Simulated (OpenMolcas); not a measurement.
# triplet ZrO2: levels of theory compared

Aim: a comparison of 6 runs (UHF/3-21G, U-r2SCAN/def2-TZVP, U-revPBE/def2-TZVP, UM06-L/def2-TZVP, UPBE0/def2-TZVP, UTPSS/def2-TZVP) of triplet ZrO2. 

Program for the calculation: OpenMolcas 26.06.

### Step 1. The system as given

ZrO2: 3 atoms, total charge 0, spin state triplet. As SMILES of the parent species, `[O]=[Zr]=[O]`. The shape is that of a PBE0-D4/def2-TZVP optimisation. That shape belongs to the parent species and isn't relaxed for this state.

Bond lengths: O1–Zr2 1.761 Å, Zr2–O3 1.761 Å. Angles: O1–Zr2–O3 107.9°.

### Step 2. A single-point energy at UHF/3-21G (run 1)

Contents of test.inp:

```
>>> EXPORT MOLCAS_PRINT=2

&gateway
  baslib=$CurrDir
  coord
  3
  angstrom
  O        0.654500       1.252500       0.388400
  Zr       0.348500      -0.481700       0.351800
  O       -1.003000      -0.770800      -0.740100
  basis=3-21G
  group=NoSym

&seward

&scf
  uhf
  spin=3
  thresholds=1e-10 1e-07 1e-07 1e-05
  prorbitals=1 1
```

The basis set 3-21G is read from a file made from the Basis Set Exchange's data (not shown).

Command:

```sh
$ export MOLCAS_MEM=1860
$ pymolcas test.inp > test.log
```

What it wrote:

```text
--- Start Module: gateway ---
[...]
--- Stop Module: gateway /rc=_RC_ALL_IS_WELL_ ---
--- Start Module: seward ---
[...]
      Basis functions           54
--- Stop Module: seward /rc=_RC_ALL_IS_WELL_ ---
--- Start Module: scf ---
[...]
       Convergence after  28 Iterations
[...]
::    Total SCF energy                              -3670.9470306437
[...]
      Total spin, S                                     1.0807431170
[...]
      Total electronic charge=   56.000000
      Total            charge=   -0.000000
[...]
      Dipole Moment (debye):
      Origin of the operator (angstrom)=    0.2113   -0.2921    0.2133
                   X=  1.5325E+00               Y= -2.1180E+00               Z=  1.5468E+00           Total=  3.0377E+00
      Quadrupole Moment (debye*angstrom):
[...]
--- Stop Module: scf /rc=_RC_ALL_IS_WELL_ ---
[...]
```

It took 3.3 s on 1 thread of Arm Neoverse V2, shared host; peak memory 0.39 GiB.

### Step 3. A single-point energy at U-r2SCAN/def2-TZVP (core potential) (run 2)

Contents of mol.input:

```
&GATEWAY
BasLib = $CurrDir
Coord
3
bohr
O      1.23682575     2.36688197     0.73396963
Zr     0.65856955    -0.91028107     0.66480565
O     -1.89539530    -1.45660090    -1.39858630
Basis = def2-TZVP
Group = NoSym
&SEWARD
GridInput
Grid=UltraFine
End of Grid
&SCF
UHF
Spin = 3
KSDFT = 2
1.0 MGGA_X_R2SCAN
1.0 MGGA_C_R2SCAN
Thresholds = 1e-10 1e-07 1e-07 1e-05
PrOrbitals = 1
```

The basis set def2-TZVP is read from a file made from the Basis Set Exchange's data (not shown).

Command:

```sh
$ export MOLCAS_MEM=1860
$ pymolcas mol.input > mol.log
```

What it wrote:

```text
--- Start Module: gateway ---
[...]
--- Stop Module: gateway /rc=_RC_ALL_IS_WELL_ ---
--- Start Module: seward ---
[...]
      Basis functions          102
--- Stop Module: seward /rc=_RC_ALL_IS_WELL_ ---
[...]
--- Start Module: scf ---
[...]
       Convergence after  31 Iterations
[...]
::    Total KS-DFT energy                            -197.4987091291
[...]
      Total spin, S                                     1.0059135221
[...]
      Total electronic charge=   28.000000
      Total            charge=   -0.000000
[...]
      Dipole Moment (debye):
      Origin of the operator (angstrom)=    0.2113   -0.2921    0.2133
                   X=  1.8049E+00               Y= -2.4947E+00               Z=  1.8218E+00           Total=  3.5777E+00
      Quadrupole Moment (debye*angstrom):
[...]
--- Stop Module: scf /rc=_RC_ALL_IS_WELL_ ---
[...]
```

Run time: 68 s. Hardware: 1 thread of Arm Neoverse V2, shared host; peak memory 0.57 GiB.

### Step 4. A single-point energy at U-revPBE/def2-TZVP (core potential) (run 3)

Contents of job.inp:

```
&GATEWAY
 BasLib
 $CurrDir
 Coord
 3
 angstrom
 O        0.654500       1.252500       0.388400
 Zr       0.348500      -0.481700       0.351800
 O       -1.003000      -0.770800      -0.740100
 Basis
 def2-TZVP
 Group
 NoSym

&SEWARD
 GridInput
 Grid=UltraFine
 End of Grid

&SCF
 UHF
 Spin
 3
 KSDFT
 revPBE
 Thresholds
 1e-10 1e-07 1e-07 1e-05
 PrOrbitals
 1 2
```

The basis set def2-TZVP is read from a file made from the Basis Set Exchange's data (not shown).

Command:

```sh
$ export MOLCAS_MEM=1860
$ pymolcas job.inp > job.log
```

What it wrote:

```text
--- Start Module: gateway ---
[...]
--- Stop Module: gateway /rc=_RC_ALL_IS_WELL_ ---
--- Start Module: seward ---
[...]
      Basis functions          102
--- Stop Module: seward /rc=_RC_ALL_IS_WELL_ ---
[...]
--- Start Module: scf ---
[...]
       Convergence after  25 Iterations
[...]
::    Total KS-DFT energy                            -197.5519944850
[...]
      Total spin, S                                     1.0025917297
[...]
      Total electronic charge=   28.000000
      Total            charge=   -0.000000
[...]
      Dipole Moment (debye):
      Origin of the operator (angstrom)=    0.2113   -0.2921    0.2133
                   X=  1.6003E+00               Y= -2.2119E+00               Z=  1.6153E+00           Total=  3.1721E+00
      Quadrupole Moment (debye*angstrom):
[...]
--- Stop Module: scf /rc=_RC_ALL_IS_WELL_ ---
[...]
```

Run time: 36 s. Hardware: 1 thread of Arm Neoverse V2, shared host; peak memory 0.57 GiB.

Runs 4 to 5 aren't shown in full; the table further down has their settings and results.

### Step 5. A single-point energy at UTPSS/def2-TZVP (core potential) (run 6)

Contents of input.xyz:

```xyz
3

O      0.654500     1.252500     0.388400
Zr     0.348500    -0.481700     0.351800
O     -1.003000    -0.770800    -0.740100
```

Contents of run.input:

```
&gateway
 baslib=$CurrDir
 coord=input.xyz
 basis=def2-TZVP
 group=NoSym

&seward
 gridinput
 Grid=UltraFine
 End of Grid

&scf
 uhf
 spin=3
 ksdft=2
 1.0 MGGA_X_TPSS
 1.0 MGGA_C_TPSS
 thresholds=1e-10 1e-07 1e-07 1e-05
 prorbitals=1 2
```

The basis set def2-TZVP is read from a file made from the Basis Set Exchange's data (not shown).

Command:

```sh
$ export MOLCAS_MEM=1860
$ pymolcas run.input > run.log
```

What it wrote:

```text
--- Start Module: gateway ---
[...]
--- Stop Module: gateway /rc=_RC_ALL_IS_WELL_ ---
--- Start Module: seward ---
[...]
      Basis functions          102
--- Stop Module: seward /rc=_RC_ALL_IS_WELL_ ---
[...]
--- Start Module: scf ---
[...]
       Convergence after  24 Iterations
[...]
::    Total KS-DFT energy                            -197.5653239046
[...]
      Total spin, S                                     1.0035308194
[...]
      Total electronic charge=   28.000000
      Total            charge=   -0.000000
[...]
      Dipole Moment (debye):
      Origin of the operator (angstrom)=    0.2113   -0.2921    0.2133
                   X=  1.6937E+00               Y= -2.3410E+00               Z=  1.7096E+00           Total=  3.3574E+00
      Quadrupole Moment (debye*angstrom):
[...]
--- Stop Module: scf /rc=_RC_ALL_IS_WELL_ ---
[...]
```

It took 55 s on 1 thread of Arm Neoverse V2, shared host; peak memory 0.57 GiB.

### Step 6. The series

| run | level | integration grid | energy (Eh) | dipole moment (D) | HOMO energy (eV) | ⟨S²⟩ | wall time |
| --- | --- | --- | --- | --- | --- | --- | --- |
| 1 | UHF/3-21G | – | -3670.947031 | 3.04 | -6.51 | 2.249 | 3.3 s |
| 2 | U-r2SCAN/def2-TZVP (core potential) | UltraFine | -197.498709 | 3.58 | -4.57 | 2.018 | 68 s |
| 3 | U-revPBE/def2-TZVP (core potential) | UltraFine | -197.551994 | 3.17 | -4.28 | 2.008 | 36 s |
| 4 | UM06-L/def2-TZVP (core potential) | UltraFine | -197.521622 | 3.40 | -4.10 | 2.019 | 54 s |
| 5 | UPBE0/def2-TZVP (core potential) | UltraFine | -197.363554 | 3.52 | -5.15 | 2.028 | 35 s |
| 6 | UTPSS/def2-TZVP (core potential) | UltraFine | -197.565324 | 3.36 | -4.34 | 2.011 | 55 s |

### Step 7. Results

| quantity | value |
| --- | --- |
| run 6: total energy | -197.56532 Eh |
| run 6: dipole moment | 3.36 D |
| run 6: HOMO energy (highest over α and β) | -4.34 eV |
| run 6: ⟨S²⟩ | 2.011 |

The dipole moment (its size) runs from 3.04 D (UHF/3-21G) to 3.58 D (U-r2SCAN/def2-TZVP). The two ends differ in method and basis and core potential. Totals of different functionals can't be ranked against each other. Some runs of one species differ in core potentials or relativity; totals across that change don't compare. In run 1 relativity is left out where basis or elements ask for it. Spin contamination of the reference: run 1 ⟨S²⟩ = 2.25. All runs together took 4.2 min, the longest 68 s.
